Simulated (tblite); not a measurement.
Settings test, tblite on LiCl

Simulated with tblite 0.8.0. This is a test of settings. The cell was built from a prototype and was relaxed with r2SCAN in plane waves (Ansatz 0.2.0). Not every such cell is a known phase. All runs are without spin polarisation.

The symmetry is Fm-3m (No. 225, cubic); a = 5.112 Å in the conventional setting, 16.70 Å³ an atom. Around Li lie 6 Cl at 2.56 Å; around Cl lie 6 Li at 2.56 Å.

The base run uses GFN2-xTB on a cluster of 64 atoms.

```python
import json
from ase import Atoms
from ase.build import make_supercell
from ase.units import Bohr, GPa, Hartree
from tblite.interface import Calculator

atoms = Atoms(['Li', 'Cl'],
              cell=[[0.0, 2.55603699, 2.55603699], [2.55603699, 0.0, 2.55603699], [2.55603699, 2.55603699, 0.0]],
              scaled_positions=[[0.0, 0.0, 0.0], [0.5, 0.5, 0.5]],
              pbc=True)
cluster = make_supercell(atoms, [[-2, 2, 2], [2, -2, 2], [2, 2, -2]])
calc = Calculator('GFN2-xTB', cluster.numbers, cluster.positions / Bohr, lattice=cluster.cell[:] / Bohr, periodic=cluster.pbc)
calc.set('temperature', 0.02 / Hartree)
calc.set('max-iter', 150)
res = calc.singlepoint()
levels = res.get('orbital-energies') * Hartree
nv = round(res.get('orbital-occupations').sum() / 2)
cells = len(cluster) // len(atoms)
out = {'energy_per_cell': res.get('energy') * Hartree / cells, 'homo': levels[nv - 1], 'lumo': levels[nv],
       'stress': (-res.get('virial') * Hartree / cluster.get_volume() / GPa).tolist(), 'charges': res.get('charges')[:len(atoms)].tolist(), 'electrons': 2 * nv / cells}
json.dump(out, open('results.json', 'w'))
for key, value in out.items():
    print(key, value)
```

Command: `python run.py`. It took 6.5 s on 1 thread of Arm Neoverse V2, with other jobs on the host, peak memory 0.12 GiB.

It converged with a gap of 4.61 eV and a pressure of -0.59 GPa (positive in compression). xTB was fitted to molecules, so gaps, charges and pressures of solids can be far off.

Each further run moved one setting: accuracy (scale of the thresholds); method (Hamiltonian); max-iter (limit on cycles); cluster (size of the cluster in conventional cells). Changes are from the base run, which isn't itself converged in every setting; energies of another Hamiltonian, functional, basis or charge aren't compared, and those at a high electronic temperature are mostly its entropy term.

| setting | how it ended | gap change (eV) | energy change (meV/atom) | pressure change (GPa) | time (s) |
| --- | --- | --- | --- | --- | --- |
| accuracy = 0.01 | converged | 0.00 | 0.0 | 0.00 | 6.6 |
| method = IPEA1-xTB | converged | 4.37 | – | -9.12 | 3.6 |
| accuracy = 10.0 | converged | 0.00 | 0.0 | 0.00 | 6.3 |
| max-iter = 2 (poor on purpose) | not converged | – | – | – | 6.3 |
| cluster = 1x1x1 (poor on purpose) | converged | -2.60 | 465.4 | 7.29 | 1.4 |

accuracy = 0.01 changes nothing that matters here. accuracy = 10.0 changes nothing that matters here. With max-iter = 2 the cycle ended unconverged.

The end of the log, shortened, for max-iter = 2:

```
------------------------------------------------------------
  cycle        total energy    energy error   density error
------------------------------------------------------------
      1     -157.2513727121  -1.5739294E+02   2.6113742E-01
      2     -158.0266772444  -7.7530453E-01   1.2714538E-01
------------------------------------------------------------
 total:                                   5.689 sec
tblite.exceptions.TBLiteRuntimeError: SCF not converged in 2 cycles
```
